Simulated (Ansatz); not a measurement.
Task: a phonon calculation by finite displacements of La, space group P6_3/mmc, with Ansatz 0.2.0, Python API. Give the script and its output. Level of theory: PBE, PAW, cutoff 550 eV, 9×9×3 k-points, Fermi-Dirac smearing of 0.15 eV.

```xyz
4
Lattice="3.7700 0.0000 0.0000 -1.8850 3.2649 0.0000 0.0000 0.0000 12.1590" Properties=species:S:1:pos:R:3 pbc="T T T"
La    0.0000    0.0000    0.0000
La    0.0000    0.0000    6.0795
La    0.0000    2.1766    9.1193
La    1.8850    1.0883    3.0398
```

Script `run_phonons.py`:
```python
"""Harmonic phonons of La."""

from pathlib import Path

import ansatz as az
import numpy as np
from pymatgen.core import Lattice, Structure
from pymatgen.io.ase import AseAtomsAdaptor

pmg_structure = Structure(
    Lattice([[3.77, 0.0, 0.0], [-1.885, 3.264916, 0.0], [0.0, 0.0, 12.159]]),
    ["La", "La", "La", "La"],
    [
        [0.0, 0.0, 0.0],
        [0.0, 0.0, 0.5],
        [1 / 3, 2 / 3, 0.75],
        [2 / 3, 1 / 3, 0.25],
    ],
)
xtal = az.Crystal.from_ase(AseAtomsAdaptor.get_atoms(pmg_structure))

# the cell itself: zone-centre modes alone
calculation = (
    xtal.calculation()
    .pseudopotentials("paw")
    .functional("PBE")
    .occupations(az.OccupationsMethod.FERMI_DIRAC, width=0.15)
    .basis(550)
    .kpoints(9, 9, 3)
    .phonons("fd", supercell=1)
)
done = calculation.run(runs_dir="runs")
folder = Path(done.output_folder) / "results"
ph = done.phonons

for mode, w in enumerate(ph.gamma_omega_inv_cm, start=1):
    print(f"Gamma mode {mode:2d}: {w:8.1f} 1/cm  {w / 33.35641:7.3f} THz")
print(f"{ph.n_members} displaced supercells, sum-rule residual {ph.asr_residual_pre_ev_ang2:.1e} eV/A^2")
optical = np.sort(ph.gamma_omega_inv_cm)
print("imaginary modes at Gamma:", int((optical < -10).sum()), "- highest mode", round(float(optical[-1]), 1), "1/cm")
```

`python run_phonons.py` gives:
```text
Gamma mode  1:      0.0 1/cm    0.000 THz
Gamma mode  2:      0.0 1/cm    0.000 THz
Gamma mode  3:      0.0 1/cm    0.000 THz
Gamma mode  4:     32.2 1/cm    0.967 THz
Gamma mode  5:     32.2 1/cm    0.967 THz
Gamma mode  6:     34.2 1/cm    1.026 THz
Gamma mode  7:     34.2 1/cm    1.026 THz
Gamma mode  8:     40.4 1/cm    1.211 THz
Gamma mode  9:     40.4 1/cm    1.211 THz
Gamma mode 10:     67.6 1/cm    2.025 THz
Gamma mode 11:     68.3 1/cm    2.047 THz
Gamma mode 12:     77.9 1/cm    2.335 THz
3 displaced supercells, sum-rule residual 1.4e-04 eV/A^2
imaginary modes at Gamma: 0 - highest mode 77.9 1/cm
```

Reading the output:
- The cell isn't relaxed first, so the values belong to this volume.
- The structure is taken as given and the supercell is small; imaginary modes can come from an unrelaxed or unstable start. Phonons of metals also depend on mesh and smearing.
- Timing: 2.7 min on 1 thread of Arm Neoverse V2 (shared host), peak memory 1.1 GiB.
